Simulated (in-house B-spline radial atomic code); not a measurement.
# Sn in a hard spherical wall, part 2 of 2

Wanted: the cost of confining Sn, radius by radius. More than one configuration is followed.

Calculated with an in-house B-spline radial atomic code; scalar-relativistic (X2C) PBE. Wanted: the cost of confining Sn, radius by radius. More than one configuration is followed. Earlier steps stand in the parts before.

**9. Wall at 2.65 bohr, configuration [Kr] 4d10 4f1 5s1 5p2**

The run's settings:

```ini
Z = 50
electrons = 50.0
configuration = [Kr] 4d10 4f1 5s1 5p2
hamiltonian = x2c
method = pbe,pbe
spin_polarised = False
nucleus = fermi
rms_radius = 4.6519
mass_number = 120
atomic_mass = 119.902202557
speed_of_light = 137.035999084
wall_radius = 2.65
```

Result record:

```text
{
  "status": "converged",
  "scf [iteration, energy, orbital gradient]": [
    [1, -6170.14180752, 0.451],
    [2, -6170.3902376, 0.119],
    [3, -6170.68642951, 0.016],
    [4, -6170.688524, 0.00555],
    [5, -6170.6887493, 0.0021],
    [6, -6170.68877636, 7.4e-05],
    [7, -6170.68877638, 2.67e-05],
    [8, -6170.6887764, 2.32e-07]
  ],
  "energy [hartree]": {"total": -6170.6887764, "kinetic": 6517.62560713, "nuclear": -15049.4304792, "coulomb": 2528.81987094, "xc": -167.703775301},
  "orbitals [hartree, bohr; first row names the columns]": [
    ["name", "occ", "eps", "<r>"],
    ["1s", 2.0, -1063.1614, 0.028476],
    ["2s", 2.0, -159.62066, 0.12502],
    ["2p", 6.0, -143.27234, 0.10932],
    ["3s", 2.0, -29.969703, 0.33924],
    ["3p", 6.0, -24.616577, 0.33759],
    ["3d", 10.0, -16.332568, 0.31484],
    ["4s", 2.0, -3.9604397, 0.82652],
    ["4p", 6.0, -2.3618698, 0.89845],
    ["4d", 10.0, -0.053695842, 1.0862],
    ["4f", 1.0, 2.0843176, 1.4517],
    ["5s", 1.0, 0.85368684, 1.6188],
    ["5p", 2.0, 1.4501591, 1.6406]
  ],
  "sum_r [bohr^k]": {"-1": 306.3529, "1": 31.07262, "2": 34.15003},
  "energy_minus_base [hartree]": 5.43231465
}
```

Run time: 0.08 s. Hardware: 1 thread, shared host.

**10. Wall at 1.25 bohr, configuration [Kr] 4d10 4f1 5s1 5p2**

Settings: those of step 9 with these lines changed.

```diff
@@ -11,2 +11,2 @@
 speed_of_light = 137.035999084
-wall_radius = 2.65
+wall_radius = 1.25
```

Result record:

```text
{
  "status": "converged",
  "scf [iteration, energy, orbital gradient]": [
    [1, -6066.22364051, 0.432],
    [2, -6068.42457043, 0.161],
    [3, -6068.69894044, 0.0408],
    [4, -6068.72248276, 0.0122],
    [5, -6068.72454749, 0.00596],
    [6, -6068.72490357, 0.000257],
    [7, -6068.72490402, 1.96e-06],
    [8, -6068.72490402, 7.19e-08]
  ],
  "energy [hartree]": {"total": -6068.72490402, "kinetic": 6825.19463679, "nuclear": -15582.7515445, "coulomb": 2870.2659933, "xc": -181.433989612},
  "orbitals [hartree, bohr; first row names the columns]": [
    ["name", "occ", "eps", "<r>"],
    ["1s", 2.0, -1052.6976, 0.02848],
    ["2s", 2.0, -149.90404, 0.12528],
    ["2p", 6.0, -133.43612, 0.1096],
    ["3s", 2.0, -21.886943, 0.34626],
    ["3p", 6.0, -16.530764, 0.34686],
    ["3d", 10.0, -8.0979007, 0.32916],
    ["4s", 2.0, 2.4072553, 0.72631],
    ["4p", 6.0, 4.3331968, 0.73418],
    ["4d", 10.0, 7.3919315, 0.73443],
    ["4f", 1.0, 10.408428, 0.74443],
    ["5s", 1.0, 19.070291, 0.7419],
    ["5p", 2.0, 20.754802, 0.72811]
  ],
  "sum_r [bohr^k]": {"-1": 317.035, "1": 23.17494, "2": 15.74665},
  "energy_minus_base [hartree]": 107.396187
}
```

Wall time 0.07 s (1 thread, shared host).

**11. Wall at 9.46 bohr, configuration [Ar] 3d10 4s2 4p5 4d10 5s2 5p2 5f1**

The run's settings:

```ini
Z = 50
electrons = 50.0
configuration = [Ar] 3d10 4s2 4p5 4d10 5s2 5p2 5f1
hamiltonian = x2c
method = pbe,pbe
spin_polarised = False
nucleus = fermi
rms_radius = 4.6519
mass_number = 120
atomic_mass = 119.902202557
speed_of_light = 137.035999084
wall_radius = 9.46
```

Result record:

```text
{
  "status": "converged",
  "scf [iteration, energy, orbital gradient]": [
    [1, -6169.54289386, 0.453],
    [2, -6169.88039357, 0.267],
    [3, -6172.21409109, 0.0192],
    [4, -6172.22678602, 0.00529],
    [5, -6172.22769421, 0.0022],
    [6, -6172.22782872, 0.000462],
    [7, -6172.22783409, 0.000137],
    [8, -6172.22783517, 3.6e-05],
    [9, -6172.22783522, 1.02e-06],
    [10, -6172.22783522, 5.14e-08]
  ],
  "energy [hartree]": {"total": -6172.22783522, "kinetic": 6500.64727877, "nuclear": -14968.2777648, "coulomb": 2460.98226839, "xc": -165.579617542},
  "orbitals [hartree, bohr; first row names the columns]": [
    ["name", "occ", "eps", "<r>"],
    ["1s", 2.0, -1064.7729, 0.028475],
    ["2s", 2.0, -161.1568, 0.12501],
    ["2p", 6.0, -144.81602, 0.10931],
    ["3s", 2.0, -31.474015, 0.33907],
    ["3p", 6.0, -26.121182, 0.33736],
    ["3d", 10.0, -17.837025, 0.31451],
    ["4s", 2.0, -5.2997636, 0.81347],
    ["4p", 5.0, -3.6655591, 0.87645],
    ["4d", 10.0, -1.276444, 1.059],
    ["5s", 2.0, -0.52810326, 2.2318],
    ["5p", 2.0, -0.23223584, 2.825],
    ["5f", 1.0, 0.38519155, 4.8855]
  ],
  "sum_r [bohr^k]": {"-1": 304.7307, "1": 38.40884, "2": 80.02841},
  "energy_minus_base [hartree]": 3.89325582
}
```

Wall time 0.1 s (1 thread, shared host).

**12. Wall at 3.92 bohr, configuration [Ar] 3d10 4s2 4p5 4d10 5s2 5p2 5f1**

Settings: those of step 11 with these lines changed.

```diff
@@ -11,2 +11,2 @@
 speed_of_light = 137.035999084
-wall_radius = 9.46
+wall_radius = 3.92
```

Result record:

```text
{
  "status": "converged",
  "scf [iteration, energy, orbital gradient]": [
    [1, -6168.93087215, 0.452],
    [2, -6168.9910247, 0.209],
    [3, -6170.43650041, 0.00757],
    [4, -6170.43674797, 0.00293],
    [5, -6170.43678009, 0.000698],
    [6, -6170.4367829, 6.19e-05],
    [7, -6170.43678296, 2.92e-05],
    [8, -6170.436783, 1.69e-06],
    [9, -6170.436783, 7.04e-08]
  ],
  "energy [hartree]": {"total": -6170.436783, "kinetic": 6503.86493501, "nuclear": -14992.1442343, "coulomb": 2484.01578332, "xc": -166.173267011},
  "orbitals [hartree, bohr; first row names the columns]": [
    ["name", "occ", "eps", "<r>"],
    ["1s", 2.0, -1064.2974, 0.028475],
    ["2s", 2.0, -160.67968, 0.12501],
    ["2p", 6.0, -144.34021, 0.1093],
    ["3s", 2.0, -30.973886, 0.33903],
    ["3p", 6.0, -25.621512, 0.33732],
    ["3d", 10.0, -17.340075, 0.31444],
    ["4s", 2.0, -4.8160142, 0.81598],
    ["4p", 5.0, -3.1890911, 0.88149],
    ["4d", 10.0, -0.82612966, 1.085],
    ["5s", 2.0, -0.17963749, 2.0667],
    ["5p", 2.0, 0.17225792, 2.2353],
    ["5f", 1.0, 1.9244432, 1.8535]
  ],
  "sum_r [bohr^k]": {"-1": 305.2082, "1": 34.15612, "2": 46.88804},
  "energy_minus_base [hartree]": 5.68430805
}
```

Wall time 0.08 s (1 thread, shared host).

**13. Wall at 2.65 bohr, configuration [Ar] 3d10 4s2 4p5 4d10 5s2 5p2 5f1**

Settings: those of step 12 with these lines changed.

```diff
@@ -11,2 +11,2 @@
 speed_of_light = 137.035999084
-wall_radius = 3.92
+wall_radius = 2.65
```

Result record:

```text
{
  "status": "converged",
  "scf [iteration, energy, orbital gradient]": [
    [1, -6164.61190453, 0.451],
    [2, -6164.87300628, 0.139],
    [3, -6165.25313281, 0.0165],
    [4, -6165.25489654, 0.00429],
    [5, -6165.25501956, 0.00156],
    [6, -6165.2550328, 0.000117],
    [7, -6165.25503295, 4.92e-05],
    [8, -6165.25503303, 3.53e-07]
  ],
  "energy [hartree]": {"total": -6165.25503303, "kinetic": 6519.22829657, "nuclear": -15037.1341816, "coulomb": 2520.01731554, "xc": -167.366463553},
  "orbitals [hartree, bohr; first row names the columns]": [
    ["name", "occ", "eps", "<r>"],
    ["1s", 2.0, -1063.4186, 0.028475],
    ["2s", 2.0, -159.83298, 0.12501],
    ["2p", 6.0, -143.49066, 0.10931],
    ["3s", 2.0, -30.15418, 0.33923],
    ["3p", 6.0, -24.802029, 0.33757],
    ["3d", 10.0, -16.518556, 0.3148],
    ["4s", 2.0, -4.1360208, 0.82364],
    ["4p", 5.0, -2.5295245, 0.89307],
    ["4d", 10.0, -0.1986387, 1.0717],
    ["5s", 2.0, 0.7738779, 1.6143],
    ["5p", 2.0, 1.3705091, 1.6386],
    ["5f", 1.0, 4.1490401, 1.3673]
  ],
  "sum_r [bohr^k]": {"-1": 306.1102, "1": 31.51724, "2": 35.59114},
  "energy_minus_base [hartree]": 10.866058
}
```

Run time: 0.08 s. Hardware: 1 thread, shared host.

**14. Wall at 1.25 bohr, configuration [Ar] 3d10 4s2 4p5 4d10 5s2 5p2 5f1**

Settings: those of step 13 with these lines changed.

```diff
@@ -11,2 +11,2 @@
 speed_of_light = 137.035999084
-wall_radius = 2.65
+wall_radius = 1.25
```

Result record:

```text
{
  "status": "converged",
  "scf [iteration, energy, orbital gradient]": [
    [1, -6039.02752666, 0.425],
    [2, -6041.11676689, 0.188],
    [3, -6041.36511193, 0.0516],
    [4, -6041.38637425, 0.014],
    [5, -6041.38822149, 0.00672],
    [6, -6041.38854461, 0.000202],
    [7, -6041.38854488, 2.01e-06],
    [8, -6041.38854488, 7.37e-08]
  ],
  "energy [hartree]": {"total": -6041.38854488, "kinetic": 6869.31977166, "nuclear": -15606.708948, "coulomb": 2877.58785831, "xc": -181.587226839},
  "orbitals [hartree, bohr; first row names the columns]": [
    ["name", "occ", "eps", "<r>"],
    ["1s", 2.0, -1052.3548, 0.02848],
    ["2s", 2.0, -149.59179, 0.12528],
    ["2p", 6.0, -133.125, 0.1096],
    ["3s", 2.0, -21.675934, 0.34708],
    ["3p", 6.0, -16.321732, 0.34791],
    ["3d", 10.0, -7.875936, 0.3308],
    ["4s", 2.0, 2.4110546, 0.7272],
    ["4p", 5.0, 4.3372357, 0.73497],
    ["4d", 10.0, 7.3989839, 0.73493],
    ["5s", 2.0, 19.082542, 0.74156],
    ["5p", 2.0, 20.77242, 0.72773],
    ["5f", 1.0, 23.018735, 0.68565]
  ],
  "sum_r [bohr^k]": {"-1": 317.5347, "1": 23.15756, "2": 15.79987},
  "energy_minus_base [hartree]": 134.732546
}
```

It took 0.07 s on 1 thread, shared host.

**15. Results against the radius**

What follows sums up all 2 parts.

| configuration | radius (bohr) | energy above the free system (eV) | highest level (eV) |
| --- | --- | --- | --- |
| [Kr] 4d10 5s2 5p2 | 9.46 | 0.0376 | -3.604 (5p) |
| [Kr] 4d10 5s2 5p2 | 3.92 | 16.546 | 6.019 (5p) |
| [Kr] 4d10 5s2 5p2 | 2.65 | 114.43 | 38.849 (5p) |
| [Kr] 4d10 5s2 5p2 | 1.25 | 3158.35 | 564.55 (5p) |
| [Kr] 4d10 4f1 5s1 5p2 | 9.46 | 16.738 | 3.798 (4f) |
| [Kr] 4d10 4f1 5s1 5p2 | 3.92 | 47.358 | 27.066 (4f) |
| [Kr] 4d10 4f1 5s1 5p2 | 2.65 | 147.82 | 56.717 (4f) |
| [Kr] 4d10 4f1 5s1 5p2 | 1.25 | 2922.40 | 564.77 (5p) |
| [Ar] 3d10 4s2 4p5 4d10 5s2 5p2 5f1 | 9.46 | 105.94 | 10.482 (5f) |
| [Ar] 3d10 4s2 4p5 4d10 5s2 5p2 5f1 | 3.92 | 154.68 | 52.367 (5f) |
| [Ar] 3d10 4s2 4p5 4d10 5s2 5p2 5f1 | 2.65 | 295.68 | 112.90 (5f) |
| [Ar] 3d10 4s2 4p5 4d10 5s2 5p2 5f1 | 1.25 | 3666.26 | 626.37 (5f) |

For [Kr] 4d10 5s2 5p2 the energy above the free reference is 0.0376 eV at 9.46 bohr and 3158.35 eV at 1.25 bohr. Its highest level passes zero between 9.46 and 3.92 bohr; in smaller spheres the level is positive, pushed up by confinement, and the wall keeps the electron in. The order of [Kr] 4d10 5s2 5p2 and [Kr] 4d10 4f1 5s1 5p2 turns between 2.65 and 1.25 bohr, so at equal radius strong confinement favours [Kr] 4d10 4f1 5s1 5p2. At 1.25 bohr the lowest of all 3 is [Kr] 4d10 4f1 5s1 5p2. A hard wall is a crude model of an atom's surroundings.
